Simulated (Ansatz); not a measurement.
# CaMg: the cost of one run

Program: Ansatz 0.2.0. Level of theory: DFT PBEsol, scalar-relativistic, plane waves, PAW. These are calculated values, not measurements.

## 1. The starting structure

The structure is orthorhombic, space group Pmma (No. 51). The conventional cell has a = 5.663 Å, b = 3.890 Å, c = 5.684 Å, α = 90.00°, β = 90.00°, γ = 90.00°. Ca (site symmetry mm2) has 8 Mg at 3.43 to 3.46 Å and 6 Ca at 3.89 to 4.05 Å as nearest neighbours. Mg (site symmetry mm2) is surrounded by 8 Ca at 3.43 to 3.46 Å and 6 Mg at 3.89 to 4.07 Å.

Coordinates:

```cif
data_structure
_symmetry_space_group_name_H-M 'Pmma'
_symmetry_Int_Tables_number 51
_cell_length_a 5.6626
_cell_length_b 3.8897
_cell_length_c 5.6842
_cell_angle_alpha 90.000
_cell_angle_beta 90.000
_cell_angle_gamma 90.000
_cell_volume 125.20
loop_
_atom_site_label
_atom_site_type_symbol
_atom_site_symmetry_multiplicity
_atom_site_Wyckoff_symbol
_atom_site_fract_x
_atom_site_fract_y
_atom_site_fract_z
_atom_site_occupancy
Ca1 Ca 2 f 0.75000 0.50000 0.74543 1
Mg1 Mg 2 e 0.75000 0.00000 0.24229 1
```

The structure comes from the Materials Project (structure only).

## 2. Self-consistent density

File input.yaml:

```yaml
crystal:
  lattice:
    - [5.66257774, 0.0, 0.0]
    - [0.0, 3.88971274, 0.0]
    - [0.0, 0.0, 5.68420253]
  atoms:
    - { symbol: Ca, position: [0.75, 0.5, 0.74543031] }
    - { symbol: Ca, position: [0.25, 0.5, 0.25456969] }
    - { symbol: Mg, position: [0.75, 0.0, 0.24228845] }
    - { symbol: Mg, position: [0.25, 0.0, 0.75771155] }
basis:
  ecutwfc: 420
  fft_grid_basis: typed
kpoints:
  mp_grid: { grid: [6, 10, 6] }
hamiltonian:
  xc: pbesol
  pseudopotentials: { kind: paw }
scf:
  occupations: { method: gaussian, width: 0.05 }
output:
  forces: true
  stress: true
  eigenvalues: true
  bader: true
  write_density: true
  volumetric_format: npy
  elf: true
```

Run with:

```bash
$ ansatz run input.yaml --threads 1 --pin off --max-ram 2560MiB --backend cpu --events-out ev --progress --plain --runs-dir out
```

**Question.** How long does this run take on 1 thread of Arm Neoverse N1, shared host, and how much memory does it need?

About 51 s, with a peak of 0.46 GiB.
